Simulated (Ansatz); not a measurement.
**Ta: stress in a strained cell**

Ta is deformed so: equal xy, yz and zx engineering shear strains of +1 %. What stress and forces result, by LAPW, PAW and all-electron datasets made for the crystal?

Program: Ansatz 0.2.0. Level of theory: DFT PBEsol, scalar-relativistic. These are calculated values, not measurements.

## (1) The structure to begin with

The structure is cubic, space group Im-3m (No. 229). The conventional cell has a = 3.303 Å, b = 3.303 Å, c = 3.303 Å, α = 90.00°, β = 90.00°, γ = 90.00°. Ta (site symmetry m-3m) has 8 Ta at 2.86 Å as nearest neighbours.

Coordinates:

```
Ta
1.0
    -1.65128    1.65128    1.65128
     1.65128   -1.65128    1.65128
     1.65128    1.65128   -1.65128
Ta
1
Direct
  0.00000 0.00000 0.00000
```

## (2) After the deformation

Space group Im-3m before, R-3m after.

## (3) All-electron LAPW

input.yaml

```yaml
crystal:
  lattice:
    - [-1.6347672, 1.65128, 1.65128]
    - [1.65128, -1.6347672, 1.65128]
    - [1.65128, 1.65128, -1.6347672]
  atoms:
    - { symbol: Ta, position: [0.0, 0.0, 0.0] }
kpoints:
  mp_grid: { grid: [17, 17, 17] }
  band_path:
    path:
      - [0.0, 0.0, 0.0]
      - [0.0, 0.0, 0.5]
      - [-0.5, 0.5, 0.5]
      - [-0.7474684983, 0.2525315017, 0.2525315017]
      - [0.2525315017, 0.2525315017, 0.2525315017]
      - [0.0, 0.0, 0.0]
      - [-0.5, 0.0, 0.5]
    npoints: 5
scf:
  occupations: { method: fermi_dirac, width: 0.08 }
hamiltonian:
  xc: pbesol
  pseudopotentials: { kind: all_electron, lapw: { basis_error: 0.0005 } }
output:
  forces: true
  stress: true
  eigenvalues: true
```

Launch:

```
> ansatz run input.yaml --threads 1 --pin off --max-ram 3072MiB --backend cpu --events-out ev --progress --plain --runs-dir out
```

## (4) Frozen-core PAW

input.yaml

```yaml
crystal:
  lattice:
    - [-1.6347672, 1.65128, 1.65128]
    - [1.65128, -1.6347672, 1.65128]
    - [1.65128, 1.65128, -1.6347672]
  atoms:
    - { symbol: Ta, position: [0.0, 0.0, 0.0] }
kpoints:
  mp_grid: { grid: [17, 17, 17] }
scf:
  occupations: { method: fermi_dirac, width: 0.08 }
hamiltonian:
  xc: pbesol
  pseudopotentials: { kind: paw }
output:
  forces: true
  stress: true
  eigenvalues: true
  efg: { contact_densities: true }
  write_density: true
  write_potential: true
  elf: true
  volumetric_format: npy
```

## (5) Datasets made for this crystal

Edit input.yaml of step 4 so:

```diff
@@ -13,3 +13,3 @@
   xc: pbesol
-  pseudopotentials: { kind: paw }
+  pseudopotentials: { kind: all_electron, datasets: crystal }
 output:
@@ -19,5 +19 @@
   efg: { contact_densities: true }
-  write_density: true
-  write_potential: true
-  elf: true
-  volumetric_format: npy
```

(Steps that only read results are left out.)

What does the calculation give? Wanted: pressure; largest shear or deviatoric stress.

The runs gave:

```
                                 quantity                                              value
                                 pressure  LAPW -3.82, PAW -3.75, crystal datasets -3.82 GPa
largest shear or deviatoric stress (LAPW)                                           0.76 GPa
```

The largest part of the stress beyond the pressure is 0.76 GPa in size. No run of the undeformed cell stands beside it, so the pressure holds what the given cell had before the change. PAW: stress within 0.07 GPa of LAPW. Crystal datasets: stress within 0.01 GPa of LAPW. Spin-orbit coupling is left out, though the cell holds Ta; in elements this heavy it can shift bands and gaps by tenths of an eV.
